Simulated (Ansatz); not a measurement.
# SiF: the cost of one run

Method: DFT PBE, scalar-relativistic, plane waves, PAW, in Ansatz 0.2.0.

## 1. Starting point

It takes space group Pm-3m (No. 221, cubic). Conventional cell: a = 4.546 Å, b = 4.546 Å, c = 4.546 Å, α = 90.00°, β = 90.00°, γ = 90.00°. Si (site symmetry 4/mmm) has 4 F at 2.27 Å as nearest neighbours. Around F (site symmetry 4/mmm) lie 4 Si at 2.27 Å.

Coordinates:

```
CELL_PARAMETERS angstrom
4.54589 0.00000 0.00000
0.00000 4.54589 0.00000
0.00000 0.00000 4.54589
ATOMIC_POSITIONS crystal
Si 0.50000 0.00000 0.00000
Si 0.00000 0.50000 0.00000
Si 0.00000 0.00000 0.50000
F 0.00000 0.50000 0.50000
F 0.50000 0.00000 0.50000
F 0.50000 0.50000 0.00000
```

Recipe of the guess: random cell by space group and Wyckoff sites (Pm-3m, No. 221). The dimensions are guesses.

## 2. Probe: one point on a coarse mesh

File input.yaml:

```yaml
crystal:
  lattice:
    - [4.54589068, 0.0, 0.0]
    - [0.0, 4.54589068, 0.0]
    - [0.0, 0.0, 4.54589068]
  atoms:
    - { symbol: Si, position: [0.5, 0.0, 0.0] }
    - { symbol: Si, position: [0.0, 0.5, 0.0] }
    - { symbol: Si, position: [0.0, 0.0, 0.5] }
    - { symbol: F, position: [0.0, 0.5, 0.5] }
    - { symbol: F, position: [0.5, 0.0, 0.5] }
    - { symbol: F, position: [0.5, 0.5, 0.0] }
basis:
  ecutwfc: 420
kpoints:
  mp_grid: { grid: [4, 4, 4] }
hamiltonian:
  xc: pbe
scf:
  occupations: { method: gaussian, width: 0.1 }
  lower_state_search: "off"
output:
  forces: true
  stress: true
  eigenvalues: true
```

Run with:

```sh
> ansatz run input.yaml --threads 1 --pin off --max-ram 2048MiB --backend cpu --events-out ev --progress --plain --runs-dir out
```

What time and memory should one allow on 1 thread of Arm Neoverse V1, shared host?

About 1.7 s, with a peak of 0.3 GiB.
